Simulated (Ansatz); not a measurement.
# Ge14H24 off disc (Ge₁₄H₂₄): structure and electronic state

What does Ge14H24 off disc (Ge₁₄H₂₄) look like as a singlet, and where do its frontier electrons sit?

The runs use Ansatz 0.2.0, Gaussian basis; RKS PBE0-D4/def2-TZVP.

Plan: relaxation at r2SCAN-D4/def2-SVP; a single point at PBE0-D4/def2-TZVP.

### 1 Starting geometry

38 atoms, charge 0, spin multiplicity 1.

Atoms are counted from 1 here; the program's logs count them from 0.

Bond lengths: Ge1–Ge8 2.402 Å, Ge1–Ge9 2.400 Å, Ge1–H15 1.518 Å, Ge1–H16 1.516 Å, Ge2–Ge10 2.408 Å, Ge2–Ge11 2.419 Å, Ge2–H17 1.518 Å, Ge2–H18 1.517 Å, Ge3–Ge8 2.417 Å, Ge3–Ge10 2.423 Å, Ge3–Ge14 2.445 Å, Ge3–H19 1.537 Å, Ge4–Ge11 2.419 Å, Ge4–Ge14 2.426 Å, Ge4–H20 1.519 Å, Ge4–H21 1.519 Å, Ge5–Ge12 2.417 Å, Ge5–Ge13 2.425 Å and more. Angles: Ge8–Ge1–Ge9 118.9°, Ge8–Ge1–H15 108.0°, Ge8–Ge1–H16 109.3°, Ge9–Ge1–H15 109.0°, Ge9–Ge1–H16 108.4°, H15–Ge1–H16 101.8°, Ge10–Ge2–Ge11 114.2°, Ge10–Ge2–H17 110.5°, Ge10–Ge2–H18 108.7°, Ge11–Ge2–H17 112.1°, Ge11–Ge2–H18 108.4°, H17–Ge2–H18 102.0°, Ge8–Ge3–Ge10 116.7°, Ge8–Ge3–Ge14 114.2°, Ge8–Ge3–H19 105.9°, Ge10–Ge3–Ge14 110.6°, Ge10–Ge3–H19 105.1°, Ge14–Ge3–H19 102.8° and more.

The start is a GFN2-xTB geometry.

### 2 Relaxation at r2SCAN-D4/def2-SVP

Input file in.yaml:

```yaml
crystal:
  periodic: [false, false, false]
  atoms:
    - {symbol: Ge, position_ang: [-4.401390, 1.478390, -0.036480]}
    - {symbol: Ge, position_ang: [1.445340, -4.319810, -0.109480]}
    - {symbol: Ge, position_ang: [-1.469480, -1.462400, -0.041720]}
    - {symbol: Ge, position_ang: [1.505310, -1.504920, 2.623470]}
    - {symbol: Ge, position_ang: [1.461130, 1.469130, -0.042070]}
    - {symbol: Ge, position_ang: [-1.477480, 4.400850, -0.040690]}
    - {symbol: Ge, position_ang: [4.318710, -1.449490, -0.108010]}
    - {symbol: Ge, position_ang: [-3.154110, -0.196030, -1.224430]}
    - {symbol: Ge, position_ang: [-3.210420, 3.212110, 1.119070]}
    - {symbol: Ge, position_ang: [-0.274580, -3.142050, -1.314620]}
    - {symbol: Ge, position_ang: [2.889110, -2.893170, 1.205860]}
    - {symbol: Ge, position_ang: [0.196930, 3.152980, -1.227820]}
    - {symbol: Ge, position_ang: [3.143900, 0.274110, -1.315980]}
    - {symbol: Ge, position_ang: [0.090510, -0.092410, 1.249670]}
    - {symbol: H, position_ang: [-5.379200, 2.112910, -1.008330]}
    - {symbol: H, position_ang: [-5.337310, 0.803360, 0.947390]}
    - {symbol: H, position_ang: [2.230730, -5.219530, -1.045760]}
    - {symbol: H, position_ang: [0.788960, -5.324460, 0.818510]}
    - {symbol: H, position_ang: [-2.218890, -2.244720, 1.047950]}
    - {symbol: H, position_ang: [0.674420, -2.347130, 3.576500]}
    - {symbol: H, position_ang: [2.349830, -0.674470, 3.574340]}
    - {symbol: H, position_ang: [2.246050, 2.220260, 1.046170]}
    - {symbol: H, position_ang: [-2.112750, 5.377690, -1.013960]}
    - {symbol: H, position_ang: [-0.799630, 5.338260, 0.940570]}
    - {symbol: H, position_ang: [5.218340, -2.233720, -1.046270]}
    - {symbol: H, position_ang: [5.323030, -0.790040, 0.820100]}
    - {symbol: H, position_ang: [-4.108290, -1.140170, -1.937420]}
    - {symbol: H, position_ang: [-2.472560, 0.473630, -2.409850]}
    - {symbol: H, position_ang: [-4.214990, 4.219170, 1.645860]}
    - {symbol: H, position_ang: [-2.643850, 2.647040, 2.408490]}
    - {symbol: H, position_ang: [-1.227370, -4.106940, -1.993400]}
    - {symbol: H, position_ang: [0.366530, -2.455330, -2.510530]}
    - {symbol: H, position_ang: [3.787820, -3.789080, 2.065980]}
    - {symbol: H, position_ang: [-0.473380, 2.467070, -2.410250]}
    - {symbol: H, position_ang: [1.140970, 4.105540, -1.942150]}
    - {symbol: H, position_ang: [2.456220, -0.365200, -2.514540]}
    - {symbol: H, position_ang: [4.110620, 1.227820, -1.991440]}
    - {symbol: H, position_ang: [-0.768790, 0.770730, 2.195300]}
basis:
  gaussian: {orbitals: def2-SVP, fitting: {mean_field: def2-universal-jkfit}}
hamiltonian: {xc: r2scan, dispersion: d4}
scf: {lower_state_search: "off"}
output: {orbitals: {seedname: orbitals}}
relax: {f_tol: 0.03, max_steps: 70}
```

On the command line:

```
$ ansatz run in.yaml --threads 4 --pin off --events-out ev --progress --plain --max-ram 66560MiB --backend cuda --devices 0, --max-vram 37GiB
```

After this run come: Single point, PBE0-D4/def2-TZVP.

**Question.** What will the summary of the whole plan be? Wanted: point group; commonest bond, hydrogen aside; HOMO, LUMO at PBE0-D4/def2-TZVP; dipole at r2SCAN-D4/def2-SVP.

The runs gave:

| quantity | value |
| --- | --- |
| point group | Cs |
| commonest bond, hydrogen aside | Ge–Ge, 16 of mean length 2.428 Å |
| HOMO, LUMO at PBE0-D4/def2-TZVP | -7.12, -0.96 eV |
| dipole at r2SCAN-D4/def2-SVP | 0.14 D |

The molecule keeps its bonding pattern by the stored test; the atoms moved 0.15 Å (rms). No usable vibrations, so a minimum isn't proven. Whether this spin is the lowest isn't tested here. The point group is read from a loosely relaxed geometry; soft torsions can leave it below the true symmetry.
